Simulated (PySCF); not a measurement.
**[BiO3]−: other functionals and bases at one geometry**

An exercise on one series of results from a longer session: the logs are not shown, and one member is left open.

Method: several levels, as the steps say, no spin–orbit coupling; program: PySCF 2.14.0.

2 further runs of the same task are left out: 2 for a known fault of the program.

### The system as given

4 atoms, charge -1, spin multiplicity 1.

Bond lengths: Bi1–O2 1.962 Å, Bi1–O3 1.962 Å, Bi1–O4 1.962 Å. Angles: O2–Bi1–O3 120.0°, O2–Bi1–O4 120.0°, O3–Bi1–O4 120.0°.

Coordinates:

```
Bi    0.0000    0.0000    0.0000
O     1.9622    0.0000    0.0000
O    -0.9811    1.6993    0.0000
O    -0.9811   -1.6993    0.0000
```

Formal oxidation states: Bi +5. An earlier session relaxed this geometry at PBE0, Bi def2-SVP with ECP60, O def2-SVP (singlet, point group D3h).

At PBE0 on the finer grid: E = -439.754819 Eh, HOMO -2.17 eV, LUMO 2.36 eV, Mulliken charge on Bi1 +1.02 e, largest force component 0.004 eV/Å. 

Levels to run: M06-L; B3LYP; TPSSh; HF; PBE0, TZVP; PBE0, x2c-SVP. Hardware: 2 threads of Intel Xeon Platinum 8259CL at 2.50GHz (Skylake/Cascade Lake), shared host.

Set-up of the first run:

The input, run.py (the lines that set the calculation):

```python
mol = gto.M(atom='''
Bi     0.00000     0.00000     0.00000
O      1.96217    -0.00001     0.00000
O     -0.98107     1.69929     0.00000
O     -0.98110    -1.69928     0.00000''',
    basis={'Bi': 'def2-SVP', 'O': 'def2-SVP'},
    ecp={'Bi': 'def2-SVP'},
    charge=-1, spin=0)
mf = dft.RKS(mol, xc='M06L')
mf.grids.atom_grid = (75, 302)
mf = mf.density_fit()  # fitting sets: Bi def2-universal-JKFIT, O def2-universal-JKFIT
mf.conv_tol = 1e-08; mf.max_cycle = 55
mf.kernel(dm0)  # dm0: the density of the relaxed state
```

Command:

```sh
$ OMP_NUM_THREADS=2 python run.py
```

Among the steps run: M06-L; B3LYP; TPSSh; HF; PBE0, TZVP; PBE0, x2c-SVP.

One table of the session follows, with a row left open; its other results are not shown here.

| level | HOMO (eV) | gap (eV) | charge on Bi1 (e) | largest force component (eV/Å) |
| --- | --- | --- | --- | --- |
| PBE0 (relaxed here) | -2.17 | 4.53 | 1.02 | 0.00 |
| M06-L | -0.71 | 2.39 | 1.12 | 0.67 |
| B3LYP | -1.79 | 3.97 | 0.97 | 0.49 |
| TPSSh | -1.22 | 3.18 | 0.96 | 0.47 |
| HF | -5.75 | 11.46 | 1.49 | 1.00 |
| PBE0, TZVP | ? | ? | ? | ? |
| PBE0, x2c-SVP | -2.15 | 4.49 | 1.13 | 0.53 |

**Question.** Estimate the row for PBE0, TZVP.

As computed: HOMO (eV): -2.85; gap (eV): 4.49; charge on Bi1 (e): 1.25; largest force component (eV/Å): 0.76. In the column «HOMO (eV)» it lies between HF (-5.75) and PBE0 (relaxed here) (-2.17).

In one basis the HOMO–LUMO gap runs from 2.39 eV (M06-L) to 11.46 eV (HF). The largest leftover force, 1.00 eV/Å with HF, stands at a geometry relaxed at another level. Total energies of different levels can't be compared.
